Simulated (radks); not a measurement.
# Nd⁴⁺ in [Kr] 4d10 4f2 5s1 5p6 5d1: an all-electron calculation

Wanted: eigenvalues, radial structure and energy terms of the neodymium ion Nd4+.

Method: non-relativistic Kohn-Sham, XLYP, spin-polarised, spherical densities, point nucleus; open shells are filled with parallel spins first. Code: radks (a radial shooting solver on a logarithmic mesh, Libxc functionals) version 1.

### Step 1. Starting point

| Quantity | Value |
| --- | --- |
| element | neodymium (Z = 60) |
| charge | +4 |
| electrons | 56 |
| configuration | [Kr] 4d10 4f2 5s1 5p6 5d1 |

Outer shells as boxes (Hund's rule):

Nd⁴⁺
```
[Kr] core
4d [↑↓][↑↓][↑↓][↑↓][↑↓]
4f [↑ ][↑ ][  ][  ][  ][  ][  ]
5s [↑ ]
5p [↑↓][↑↓][↑↓]
5d [↑ ][  ][  ][  ][  ]
```

### Step 2. Self-consistent calculation

Input:

```text
Z 60
configuration [Kr] 4d10 4f2 5s1 5p6 5d1 6s0 6p0 5f0 6d0
relativity non-relativistic
functional xlyp
spin polarised
nucleus point
```

Q: Predict the outcome of this run.

The runs gave:

| quantity | value |
| --- | --- |
| total energy | -9283.1613 hartree |
| exchange-correlation share of it | 2.30 % |
| −T/E | 0.9997 |
| highest occupied level | 5d up, -38.947 eV |
| most extended occupied level | 5d up, <r> = 1.99 bohr |
| radius at density 0.001 e/bohr³ | 3.43 bohr |
| maxima of the radial density | 4 |

5 principal shells are occupied and 4 maxima appear in the radial density; where shells overlap, one shows as a shoulder or not at all. −T/E = 0.9997, near the virial value of 1. This is not the tabulated ground configuration, so its levels and sizes aren't those of the ground state, and no measured value stands beside it.
